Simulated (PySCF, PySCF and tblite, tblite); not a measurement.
# C7H10Sn: a path driven as a shift of bonds, and NMR exchange

The task here is to estimate one member of a computed series from the others.

Programs: PySCF 2.14.0 with density-fitted response routines of our own, and tblite 0.8.0. All values are computed, except where a source is named. Atoms count from 0 throughout.

## The molecule as given

18 atoms, charge 0, multiplicity 1; geometry from: force field or distance geometry start.

Bonds of the start (Å): C1–C2 1.51, C1–C7 1.49, C1–H11 1.10, C2–C3 1.33, C2–H12 1.07, C3–C4 1.48, C3–H13 1.09, C4–C5 1.34, C4–H14 1.07, C5–C6 1.48, C5–H15 1.09, C6–C7 1.34, C6–H16 1.08, C7–H17 1.08, Sn0–C1 2.17, Sn0–H10 1.75, Sn0–H8 1.75, Sn0–H9 1.76.

The first run:

What the job is given:

```
{"job": {"xc": "GFN2-xTB", "basis": "xTB", "kind": "relax"}, "charge": 0, "multiplicity": 1}
Sn     1.827800     0.965000     0.770800
C      0.805800     0.175400    -0.971500
C      0.565100    -1.303300    -0.821500
C     -0.301900    -1.828700     0.040700
C     -1.170200    -1.076800     0.977400
C     -1.712400     0.128300     0.727000
C     -1.535100     0.928300    -0.505700
C     -0.436200     0.937600    -1.266200
H      3.321100     0.090300     1.014200
H      0.819100     0.806900     2.206400
H      2.164900     2.659600     0.498800
H      1.512200     0.314100    -1.806200
H      1.134800    -1.969000    -1.433700
H     -0.324300    -2.916400     0.128100
H     -1.477700    -1.576600     1.877000
H     -2.415300     0.514100     1.468400
H     -2.343600     1.596900    -0.766000
H     -0.442700     1.560600    -2.149700
```

The run is started by

```bash
OMP_NUM_THREADS=1 python ens_run.py task.json out
```

One launch serves the whole session.

Steps of the session up to this table: GFN2-xTB relaxation, start minimum; Relaxed scan, to the middle; Relaxed scan, from the middle, back; Relaxed scan, from the middle, on; Nudged elastic band, leg 1; Saddle search, leg 1; DFT refinement, start: B3LYP-D3(BJ)/def2-SVP; Shieldings, start: PBE/def2-TZVP+pcSseg-1; Shieldings, saddle of leg 1: PBE/def2-TZVP+pcSseg-1; The path in numbers; Shieldings, start: BHandHLYP/def2-TZVP+pcSseg-1; Single-point energy, saddle of leg 1: BHandHLYP/def2-TZVP+pcSseg-1; Second level: BHandHLYP/pcSseg-1 Sn:def2-TZVP + D3(BJ).

One table of the session follows, with a row left open; its other results are not shown here.

Barriers by level (kcal/mol; entropies in cal/(mol K)). Zero-point and thermal terms come from xTB in every row. ΔG‡ leaves symmetry out; the rate counts equivalent paths (a factor of 2); effective ΔG‡, where given, is the barrier that would give that rate by Eyring's equation alone:

| level | ΔE‡ | with zero-point | ΔH‡ | ΔG‡ (298 K) | k at 298 K (1/s) |
| --- | --- | --- | --- | --- | --- |
| GFN2-xTB | 9.63 | 8.28 | 8.00 | 8.53 | 6.9e+06 |
| B3LYP-D3(BJ)/def2-SVP | ? | ? | ? | ? | ? |
| PBE/pcSseg-1 Sn:def2-TZVP + D3(BJ) | 13.53 | 12.17 | 11.90 | 12.43 | 9.6e+03 |
| BHandHLYP/pcSseg-1 Sn:def2-TZVP + D3(BJ) | 20.34 | 18.98 | 18.71 | 19.24 | 0.098 |

Q: Estimate the row for B3LYP-D3(BJ)/def2-SVP from the others.

As computed: ΔE‡: 16.53; with zero-point: 15.17; ΔH‡: 14.89; ΔG‡ (298 K): 15.43; k at 298 K (1/s): 61. In the column «ΔE‡» it lies between PBE/pcSseg-1 Sn:def2-TZVP + D3(BJ) (13.53) and BHandHLYP/pcSseg-1 Sn:def2-TZVP + D3(BJ) (20.34).
